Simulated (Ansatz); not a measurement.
**ZnS: pressure up to the limit of the methods**

The task here is to estimate one member of a computed series from the others.

Program: Ansatz 0.2.0. Level of theory: DFT, LDA, PAW with Ansatz's default frozen-core files, scalar-relativistic. These are calculated values, not measurements.

### Starting point

The structure is cubic, space group F-43m (No. 216). Conventional cell: a = 5.371 Å, b = 5.371 Å, c = 5.371 Å, α = 90.00°, β = 90.00°, γ = 90.00°. Around Zn (site symmetry -43m) lie 4 S at 2.33 Å. Around S (site symmetry -43m) lie 4 Zn at 2.33 Å.

Coordinates:

```
Zn S
1.0
     0.00000    2.68555    2.68555
     2.68555    0.00000    2.68555
     2.68555    2.68555    0.00000
Zn S
1 1
Cartesian
  0.0000 0.0000 0.0000
  1.3428 1.3428 1.3428
```

Whether this phase is the stable one at these pressures isn't tested.

Atoms are numbered in the order of the input: Zn1, S2.

The first run:

input.yaml

```yaml
crystal:
  lattice:
    - [0.0, 2.6855547637, 2.6855547637]
    - [2.6855547637, 0.0, 2.6855547637]
    - [2.6855547637, 2.6855547637, 0.0]
  atoms:
    - { symbol: Zn, position: [0.0, 0.0, 0.0] }
    - { symbol: S, position: [0.25, 0.25, 0.25] }
kpoints:
  mp_grid: { grid: [12, 12, 12] }
scf:
  occupations: { method: fermi_dirac, width: 0.05 }
hamiltonian:
  xc: lda
  pseudopotentials: { kind: paw }
output:
  forces: true
  stress: true
relax:
  f_tol: 0.005
  max_steps: 40
  cell: {}
```

Started as:

```console
$ ansatz run input.yaml --threads 1 --pin off --max-ram 2048MiB --backend cpu --events-out ev --progress --plain --runs-dir out
```

Steps of the session up to this table: Cell relaxed at zero pressure, PAW; Volume scaled by 1, PAW; Volume scaled by 0.94, PAW; Volume scaled by 0.88, PAW; Volume scaled by 0.8, PAW; Volume scaled by 0.72, PAW; Volume scaled by 0.64, PAW; Volume scaled by 0.55, PAW; Volume scaled by 0.55, PAW (cutoff 300 eV).

One of the session's tables, all rows but one given; the rest of the session is left out.

| method | volume over the first | volume (Å³/atom) | pressure (GPa) | gap on the k mesh (eV) |
| --- | --- | --- | --- | --- |
| PAW | 1 | 18.576 | -0.01 | 2.13 |
| PAW | 0.94 | ? | ? | ? |
| PAW | 0.88 | 16.347 | 14.68 | 2.72 |
| PAW | 0.8 | 14.861 | 31.66 | 2.44 |
| PAW | 0.72 | 13.375 | 58.86 | 2.10 |
| PAW | 0.64 | 11.889 | 103.68 | 1.68 |
| PAW | 0.55 | 10.217 | 193.36 | 1.11 |
| PAW (cutoff 300 eV) | 0.55 | 10.217 | 194.69 | 1.17 |

**Question.** Estimate the row for PAW, 0.94.

As computed: volume (Å³/atom): 17.461; pressure (GPa): 6.13; gap on the k mesh (eV): 2.41. In the column «volume (Å³/atom)» it lies between PAW, 0.88 (16.347) and PAW, 1 (18.576).

Limits of these values: Warnings in the runs' records: cutoff below recommended.
